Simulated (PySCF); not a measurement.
# C6H10O2Si: magnetic properties

Aim: compute the magnetic properties of C6H10O2Si (`C=C/C=C(\C)[SiH2]OC=O`).

Computed with PySCF 2.14.0 and routines of our own; the level stands in each step. Atoms count from 0.

### Step 1. The system as given

19 atoms, charge 0, multiplicity 1; geometry from: GFN2-xTB.

### Step 2. Magnetic properties: GIAO PBE/pcSseg-1

The job: settings as JSON, then the geometry in Å.

```
{"job": {"kind": "mag", "xc": "PBE", "basis": "pcSseg-1", "isotopologues": 0}, "charge": 0, "multiplicity": 1}
C      2.895090     1.742242    -0.480140
C      2.284562     0.593280    -0.199338
C      0.848298     0.450514    -0.197358
C      0.162438    -0.675511     0.066608
C      0.852514    -1.968358     0.400377
Si    -1.712361    -0.742642     0.074080
O     -2.155299     0.809276    -0.377558
C     -3.405636     1.162680    -0.505245
O     -4.352423     0.462174    -0.309178
H      3.967365     1.837089    -0.477566
H      2.336143     2.630984    -0.724361
H      2.871735    -0.281235     0.043506
H      0.295299     1.350157    -0.433178
H      1.563270    -2.243252    -0.376974
H      0.130259    -2.772944     0.502265
H      1.397250    -1.881382     1.339467
H     -2.248060    -1.673774    -0.917152
H     -2.253275    -1.007395     1.406342
H     -3.486974     2.217346    -0.826894
```

Level: GIAO PBE/pcSseg-1 magnetisability, rotational g tensor and spin-rotation constants, non-relativistic, gas phase.

Run with:

```bash
> OMP_NUM_THREADS=1 python excited_run.py task.json out
```

The driver reads the jobs from task.json and runs them one after another.

Output:

```text
coarse grid: 16512 points
cycle   1  E = -673.5898768544  dE =  1.154e+00  |g| = 1.113e+00  |ddm| = 4.104e+00
cycle   2  E = -672.7051911765  dE =  8.847e-01  |g| = 2.326e+00  |ddm| = 2.746e+00
cycle   3  E = -673.7675513712  dE = -1.062e+00  |g| = 5.913e-01  |ddm| = 2.204e+00
cycle   4  E = -673.8340720921  dE = -6.652e-02  |g| = 1.578e-01  |ddm| = 4.624e-01
cycle   5  E = -673.8371850372  dE = -3.113e-03  |g| = 7.778e-02  |ddm| = 1.381e-01
cycle   6  E = -673.8384463633  dE = -1.261e-03  |g| = 1.748e-02  |ddm| = 6.776e-02
cycle   7  E = -673.8384896257  dE = -4.326e-05  |g| = 1.259e-02  |ddm| = 2.549e-02
cycle   8  E = -673.8385349375  dE = -4.531e-05  |g| = 2.320e-03  |ddm| = 1.240e-02
cycle   9  E = -673.8385358019  dE = -8.644e-07  |g| = 1.355e-03  |ddm| = 2.874e-03
final grid: 155312 points
cycle  10  E = -673.9376193908  dE = -1.781e-05  |g| = 2.135e-02  |ddm| = 6.813e-02
cycle  11  E = -673.9373197006  dE =  2.997e-04  |g| = 4.412e-02  |ddm| = 4.470e-02
cycle  12  E = -673.9376965383  dE = -3.768e-04  |g| = 9.599e-03  |ddm| = 3.191e-02
cycle  13  E = -673.9377149401  dE = -1.840e-05  |g| = 1.647e-03  |ddm| = 6.778e-03
cycle  14  E = -673.9377154303  dE = -4.902e-07  |g| = 3.814e-04  |ddm| = 1.423e-03
cycle  15  E = -673.9377154618  dE = -3.147e-08  |g| = 1.379e-04  |ddm| = 4.216e-04
cycle  16  E = -673.9377154658  dE = -4.040e-09  |g| = 5.887e-05  |ddm| = 1.567e-04
cycle  17  E = -673.9377154667  dE = -8.922e-10  |g| = 1.085e-05  |ddm| = 6.455e-05
converged SCF energy = -673.9377154667

Magnetisability tensor (1e-30 J/T^2)
    -1056.22       28.91        2.44
       28.91    -1165.35     -100.88
        2.44     -100.88    -1520.90
isotropic -1247.49   principal values   -1547.72  -1146.93  -1047.81
isotropic susceptibility -75.125 1e-6 cm^3/mol

Inertial axes            a          b          c
rot. const./GHz      2.6194     0.6604     0.5325
chi total           -63.605    -68.566    -93.205
chi diamagnetic    -608.320  -1894.768  -2351.613
chi paramagnetic    544.714   1826.202   2258.408
quadrupole/D A       -9.830     11.314     -1.484
g nuclear            0.6185     0.5512     0.5606
g electronic        -0.6703    -0.5666    -0.5650
g total             -0.0519    -0.0154    -0.0044

Spin-rotation constants (kHz, H = +C I.J)
atom  isotope        aa         bb         cc
  9     1H        0.261     -0.070     -0.061
 10     1H       -0.125      0.030     -0.064
 11     1H       -0.052      0.025     -0.061
 12     1H       -0.068      0.034     -0.064
 13     1H       -0.123     -0.069     -0.018
 14     1H       -0.138     -0.014     -0.066
 15     1H       -0.173     -0.068     -0.010
 16     1H       -0.170     -0.038      0.001
 17     1H       -0.181     -0.042      0.006
 18     1H       -0.224      0.055     -0.042
  0    13C*       1.156      0.228      0.077
  1    13C*       1.210      0.265      0.067
  2    13C*       1.199      0.282      0.089
  3    13C*       1.192      0.262      0.068
  4    13C*       0.414      0.095      0.068
  5   29Si*      -1.580     -0.383     -0.341
  6    17O*      -0.502     -0.210     -0.083
  7    13C*       1.036      0.282      0.140
  8    17O*      -1.711     -0.340     -0.067
* in the singly substituted isotopologue
```

Wall time 60 s (1 thread of Arm Neoverse V2, shared host); peak memory 0.82 GiB.

From this job:

```
              quantity                      value
       magnetisability           -1247·10⁻³⁰ J/T²
  molar susceptibility         -75.1·10⁻⁶ cm³/mol
rotational g (a, b, c)  -0.0519, -0.0154, -0.0044
```

The fields below are evaluated on a grid from the run's orbitals.

Frontier orbitals at PBE/pcSseg-1, with the share of their density that lies nearest to each atom:

| orbital | energy (eV) | lies on |
| --- | --- | --- |
| HOMO | -5.87 | C3 29 %; C0 22 %; C2 17 % |
| LUMO | -2.24 | C0, C3 about 23 % each; C1, C2 about 13 % each |

ELF in a plane through or near 15 of the atoms.

Ten even steps from ' ' (0.00) to '@' (1.00):
```
                                                        
                                                        
                                                        
              ..**%%==                ==##==            
              ++@@@@@@              ..@@@@@@##          
        **%%++**@@@@@@    ++..        @@@@@@==          
      ==@@@@@@==::##--  %%@@%%  ==++::**%%##....::      
      ==@@@@@@----**::==@@@@%%  ##%%##++%%**##%%##..    
        ==**====##::**++--%%==  ++==::**==##==%%##::    
              ++##==##==::**--::::**%%::..%%%%%%++      
            --@@@@%%++==%%**++%%..==....  ##%%**--      
            ##@@@@##  ..++%%::@@::%%::::    ::..        
            ::##++    ==%%%%****..  ::--..              
                  ..====++++==    ::--..                
                  ..==++--@@@@++                        
                    ..::++@@@@@@..                      
                        ::@@@@##                        
                          ....                          
                                                        
                                                        
```
The map spans 13.8 Å across and 10.9 Å up, centred on the molecule. Atoms in the plane (x, y in Å): C0 (-3.0, 1.6), C1 (-2.3, 0.5), C2 (-0.9, 0.4), C3 (-0.1, -0.7), C4 (-0.8, -2.1), Si5 (1.7, -0.7), O6 (2.1, 1.0), C7 (3.3, 1.4), O8 (4.3, 0.7), H9 (-4.1, 1.7), H10 (-2.5, 2.6), H11 (-2.9, -0.4), H12 (-0.4, 1.4), H14 (0.0, -2.8), H18 (3.4, 2.5).

On the surface of density 0.002 e/bohr³ the electrostatic potential runs, from the 1st to the 99th percentile, from -1.52 V near O8 to 1.06 V near H14.

### Step 3. Magnetic properties: GIAO mPW1PW91/pcSseg-1

The job, as its differences from that of step 2:

```diff
@@ -1,2 +1,2 @@
-{"job": {"kind": "mag", "xc": "PBE", "basis": "pcSseg-1", "isotopologues": 0}, "charge": 0, "multiplicity": 1}
+{"job": {"kind": "mag", "xc": "mPW1PW91", "basis": "pcSseg-1", "scf": {"guess": "huckel"}}, "charge": 0, "multiplicity": 1}
 C      2.895090     1.742242    -0.480140
```

Level: GIAO mPW1PW91/pcSseg-1 magnetisability, rotational g tensor and spin-rotation constants, non-relativistic, gas phase.

Output:

```text
final grid: 155312 points
cycle   1  E = -667.9652704994  dE =  2.498e+00  |g| = 4.644e+00  |ddm| = 5.510e+00
cycle   2  E = -607.5252360459  dE =  6.044e+01  |g| = 1.160e+01  |ddm| = 4.698e+01
cycle   3  E = -670.1761689923  dE = -6.265e+01  |g| = 3.394e+00  |ddm| = 4.704e+01
cycle   4  E = -653.3505164632  dE =  1.683e+01  |g| = 5.816e+00  |ddm| = 1.819e+01
cycle   5  E = -674.2982952104  dE = -2.095e+01  |g| = 7.112e-01  |ddm| = 1.781e+01
cycle   6  E = -674.4007314754  dE = -1.024e-01  |g| = 4.847e-01  |ddm| = 1.075e+00
cycle   7  E = -674.4553566387  dE = -5.463e-02  |g| = 1.913e-01  |ddm| = 5.985e-01
cycle   8  E = -674.4630670926  dE = -7.710e-03  |g| = 1.075e-01  |ddm| = 2.622e-01
cycle   9  E = -674.4659575288  dE = -2.890e-03  |g| = 2.763e-02  |ddm| = 1.146e-01
cycle  10  E = -674.4661232412  dE = -1.657e-04  |g| = 1.188e-02  |ddm| = 2.997e-02
cycle  11  E = -674.4661549040  dE = -3.166e-05  |g| = 3.044e-03  |ddm| = 1.032e-02
cycle  12  E = -674.4661562525  dE = -1.348e-06  |g| = 2.289e-03  |ddm| = 4.180e-03
cycle  13  E = -674.4661572800  dE = -1.027e-06  |g| = 5.259e-04  |ddm| = 1.750e-03
cycle  14  E = -674.4661573293  dE = -4.930e-08  |g| = 2.105e-04  |ddm| = 5.071e-04
cycle  15  E = -674.4661573389  dE = -9.589e-09  |g| = 4.039e-05  |ddm| = 1.698e-04
cycle  16  E = -674.4661573392  dE = -3.324e-10  |g| = 1.628e-05  |ddm| = 5.472e-05
converged SCF energy = -674.4661573392

Magnetisability tensor (1e-30 J/T^2)
    -1072.05       24.06        3.56
       24.06    -1182.24     -100.49
        3.56     -100.49    -1535.58
isotropic -1263.29   principal values   -1562.35  -1161.25  -1066.28
isotropic susceptibility -76.077 1e-6 cm^3/mol

Inertial axes            a          b          c
rot. const./GHz      2.6194     0.6604     0.5325
chi total           -64.557    -69.588    -94.086
chi diamagnetic    -607.457  -1894.896  -2350.983
chi paramagnetic    542.900   1825.307   2256.897
quadrupole/D A      -10.522     12.303     -1.781
g nuclear            0.6185     0.5512     0.5606
g electronic        -0.6681    -0.5663    -0.5646
g total             -0.0496    -0.0151    -0.0040

Spin-rotation constants (kHz, H = +C I.J)
atom  isotope        aa         bb         cc
  9     1H        0.259     -0.070     -0.061
 10     1H       -0.123      0.028     -0.064
 11     1H       -0.051      0.024     -0.061
 12     1H       -0.068      0.033     -0.063
 13     1H       -0.124     -0.069     -0.018
 14     1H       -0.139     -0.015     -0.065
 15     1H       -0.173     -0.068     -0.010
 16     1H       -0.175     -0.038     -0.000
 17     1H       -0.186     -0.042      0.005
 18     1H       -0.231      0.055     -0.043
  0    13C*       1.170      0.225      0.074
  1    13C*       1.224      0.259      0.064
  2    13C*       1.219      0.278      0.084
  3    13C*       1.193      0.258      0.062
  4    13C*       0.397      0.091      0.065
  5   29Si*      -1.546     -0.377     -0.328
  6    17O*      -0.472     -0.204     -0.075
  7    13C*       1.060      0.283      0.135
  8    17O*      -1.744     -0.343     -0.058
* in the singly substituted isotopologue
```

It took 48 s on 1 thread of Arm Neoverse V2, shared host; peak memory 1 GiB.

From this job:

| quantity | value |
| --- | --- |
| magnetisability | -1263·10⁻³⁰ J/T² |
| molar susceptibility | -76.1·10⁻⁶ cm³/mol |
| rotational g (a, b, c) | -0.0496, -0.0151, -0.0040 |

### Step 4. Magnetic properties side by side

```csv
level,ξ (10⁻³⁰ J/T²),g(a),g(b),gap (eV),functions,time
GIAO PBE/pcSseg-1,-1247,-0.0519,-0.0154,3.63,210,60 s
GIAO mPW1PW91/pcSseg-1,-1263,-0.0496,-0.0151,5.49,210,48 s
```

### Step 5. Summary of results

| quantity | value |
| --- | --- |
| magnetisability (step 2, GIAO PBE/pcSseg-1) | -1247·10⁻³⁰ J/T² |
| molar susceptibility (step 2, GIAO PBE/pcSseg-1) | -75.1·10⁻⁶ cm³/mol |
| rotational g (a, b, c) (step 2, GIAO PBE/pcSseg-1) | -0.0519, -0.0154, -0.0044 |
| surface potential, 1st and 99th percentile | -1.52 V and 1.06 V |
| magnetisability over the levels | -1263 to -1247·10⁻³⁰ J/T² |

At PBE/pcSseg-1, counted by nearest atom on the grid, the HOMO lies on C3 29 %; C0 22 %, the LUMO on C0, C3 about 23 % each; C1, C2 about 13 % each. The magnetisability spreads by 1.3 % over 2 levels of like cost. Two levels can agree by chance, so this spread shows no convergence. Vibrational averaging and real surroundings are missing from these values.
